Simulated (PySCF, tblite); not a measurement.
# C₆H₁₀FO radical: geometry, infrared bands and EPR parameters

Aim: predict the infrared bands and EPR parameters of C₆H₁₀FO radical (`C=[C][C@H](F)COCC`).

The runs use tblite 0.8.0 and PySCF 2.14.0, with density-fitted response routines of our own; the level of theory stands in each step. All values are computed, except where a source is named. Atoms are numbered from 0 throughout.

## 1. The starting structure

18 atoms, charge 0, multiplicity 2; geometry from: force field or distance geometry start.

Bonds of the start (Å): C0–C1 1.31, C1–C2 1.46, C2–F3 1.38, C2–C4 1.54, C4–O5 1.44, O5–C6 1.42, C6–C7 1.51, C0–H8 1.08, C0–H9 1.08, C2–H10 1.09, C4–H11 1.09, C4–H12 1.10, C6–H13 1.09, C6–H14 1.09, C7–H15 1.10, C7–H16 1.10, C7–H17 1.10.

## 2. Geometry optimisation with GFN2-xTB

Job settings and geometry (Å):

```
{"job": {"kind": "relax", "xc": "GFN2-xTB", "basis": "xTB"}, "charge": 0, "multiplicity": 2}
C      3.917100     0.139700    -0.122400
C      2.621800    -0.070200    -0.118800
C      1.186700    -0.332700    -0.106200
F      0.818400    -0.580300    -1.409900
C      0.382000     0.881700     0.393300
O     -0.955100     0.551500     0.801800
C     -1.809700     0.220700    -0.287700
C     -3.212400     0.065000     0.260400
H      4.465300     0.124200    -1.054100
H      4.446500     0.328400     0.803100
H      0.932700    -1.221700     0.476600
H      0.867300     1.306900     1.271400
H      0.336000     1.671900    -0.366600
H     -1.785300     1.011000    -1.040700
H     -1.492400    -0.715600    -0.736600
H     -3.557700     0.988800     0.743700
H     -3.915700    -0.196200    -0.541300
H     -3.254100    -0.726800     1.022400
```

The run is started by

```sh
OMP_NUM_THREADS=1 python probes_run.py task.json out
```

One launch serves the whole session: the jobs run in the order shown.

**Question.** This job is followed by: GFN2-xTB harmonic vibrations, gas phase; UKS B3LYP, pcH-1 on C F H O, non-relativistic, mean-field spin-orbit, GIAO. Predict these results of the whole session: strongest single infrared mode (GFN2-xTB); zero-point energy (GFN2-xTB); g(iso) (B3LYP); ⟨S²⟩; largest a(iso) (averaged by class); potential on the surface of density 0.002 e/bohr³, 1st and 99th percentile.

The runs gave:

| quantity | value |
| --- | --- |
| strongest single infrared mode (GFN2-xTB) | 1116 cm⁻¹, 112 km/mol |
| zero-point energy (GFN2-xTB) | 89.8 kcal/mol |
| g(iso) (B3LYP) | 2.00225 |
| ⟨S²⟩ | 0.758 (exact 0.75) |
| largest a(iso) (averaged by class) | 13C on C1, 259.1 MHz |
| potential on the surface of density 0.002 e/bohr³, 1st and 99th percentile | -1.25 V and 0.92 V |

In words: The optimisation took 86 steps and gained 0.260 eV; among the close pairs (by a distance rule), C4–O5 changed most, from 1.437 to 1.397 Å. No mode is imaginary among the 48: a minimum at this level. The strongest single mode, at 1116 cm⁻¹, has its largest shares on O5, C4 and C6 (the list is cut at 3 atoms). Unscaled tight-binding wavenumbers are off by several per cent, some by more. Its intensities can rank the bands wrongly. Most of the unpaired spin sits on C1 (0.98 e). The isotropic g lies 0.1 ppt below the free-electron value.
